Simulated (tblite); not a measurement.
# C2H14SeSi4: the cost of one run

Programs: tblite 0.8.0 and PySCF 2.14.0, with density-fitted response routines of our own. Each step states its level of theory. These are calculated values for one molecule in the gas phase, unless marked as measured. Atoms count from 0, in the outputs and in this text.

## Step 1: Starting geometry

21 atoms, charge 0, multiplicity 1; geometry from: force field or distance geometry start.

Bonds of the start (Å): C0–Si1 1.87, Si1–Si2 2.25, Si2–Se3 2.27, Se3–Si4 2.29, Si4–C5 1.86, C5–Si6 1.87, C0–H7 1.11, C0–H8 1.11, C0–H9 1.11, Si1–H10 1.46, Si1–H11 1.47, Si2–H12 1.47, Si2–H13 1.47, Si4–H14 1.48, Si4–H15 1.47, C5–H16 1.11, C5–H17 1.11, Si6–H18 1.47, Si6–H19 1.46, Si6–H20 1.47.

## Step 2: Relaxing the molecule with GFN2-xTB

The job: settings as JSON, then the geometry in Å.

```
{"job": {"kind": "relax", "xc": "GFN2-xTB", "basis": "xTB"}, "charge": 0, "multiplicity": 1}
C     -1.692800     1.044700    -1.300000
Si    -2.347200    -0.654400    -1.707300
Si    -1.501000    -2.146900    -0.247600
Se     0.768300    -2.043300    -0.317100
Si     0.816800    -0.555000     1.422600
C      2.411200     0.410600     1.366400
Si     2.438900     1.531200    -0.131800
H     -0.587600     1.051000    -1.348300
H     -2.020100     1.332900    -0.277200
H     -2.109500     1.772700    -2.029100
H     -1.926500    -1.027600    -3.059800
H     -3.813900    -0.667900    -1.615000
H     -1.952800    -3.487000    -0.641600
H     -2.007400    -1.861900     1.099900
H     -0.315300     0.391000     1.333000
H      0.726600    -1.287300     2.697200
H      3.273300    -0.289300     1.324700
H      2.496100     1.024200     2.286200
H      1.311100     2.473400    -0.046600
H      2.323900     0.721500    -1.344600
H      3.699000     2.284400    -0.153700
```

Command:

```console
> OMP_NUM_THREADS=1 python probes_run.py task.json out
```

The driver reads the jobs from task.json and runs them one after another.

**Question.** How long does this first job take on 1 thread of Arm Neoverse N1, shared host, and how much memory does it need?

About 1.6 s, with a peak of 0.18 GiB.
